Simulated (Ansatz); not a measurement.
The first iterations of a band of a periodic cell of 13 atoms, Y2B4HRh6 (host YB2Rh3, host structure P6/mmm, interstitial H).

Level of theory: Ansatz 0.2.0, DFT PBEsol, scalar-relativistic, plane waves, PAW. Settings: cutoff 420 eV, k mesh 4x4x3, gaussian smearing 0.1 eV, no spin polarisation.

```json
{
 "movable images": "5",
 "climbing image": "yes",
 "spring": "5.0 eV/Å²",
 "optimiser": "lbfgs",
 "start path": "IDPP",
 "force threshold": "0.05 eV/Å",
 "iteration limit": "80",
 "end points": "relaxed"
}
```

Initial state:

```xyz
13
Lattice="5.3736 0.0000 0.0000 -2.6868 4.6537 0.0000 0.0000 0.0000 6.2964" Properties=species:S:1:pos:R:3
Y 0.066 0.034 1.682
B 2.667 1.536 1.651
B -0.075 3.055 1.650
Rh -1.376 2.304 0.060
Rh 1.321 2.290 0.060
Rh 2.647 -0.007 0.060
Y 0.064 0.033 4.735
B 2.667 1.536 4.765
B -0.074 3.056 4.766
Rh -1.353 2.318 3.208
Rh 1.339 2.331 3.208
Rh 2.692 -0.011 3.208
H 1.540 3.988 0.062
```

Final state:

```xyz
13
Lattice="5.3736 0.0000 0.0000 -2.6868 4.6537 0.0000 0.0000 0.0000 6.2964" Properties=species:S:1:pos:R:3
Y 0.064 -0.038 1.680
B 2.610 1.595 1.648
B -0.021 3.114 1.649
Rh -1.367 2.360 0.058
Rh 1.310 2.345 0.058
Rh 2.645 0.003 0.058
Y 0.064 -0.037 4.732
B 2.610 1.595 4.764
B -0.021 3.114 4.763
Rh -1.348 2.319 3.206
Rh 1.333 2.332 3.206
Rh 2.691 0.007 3.206
H 1.538 5.316 0.059
```

| iteration | highest image above the first end (eV) | largest band force component (eV/Å) |
| --- | --- | --- |
| 1 | 0.404 | 1.195 |
| 2 | 0.361 | 0.972 |
| 3 | 0.278 | 0.254 |

Question: Does the band converge within its limit, and where does its top end?

Answer: The run converged. It ended after 11 iterations with the highest image 0.258 eV above the first end. By the program's own check the climbing image is a first-order saddle point (lowest curvatures found: -2.98 and 1.35 eV/Å²). Limits of this set-up: coarse k mesh, odd electron count without spin.

The run took 16 min on 4 threads of Arm Neoverse V1, on a shared host, peak memory 2.2 GiB.
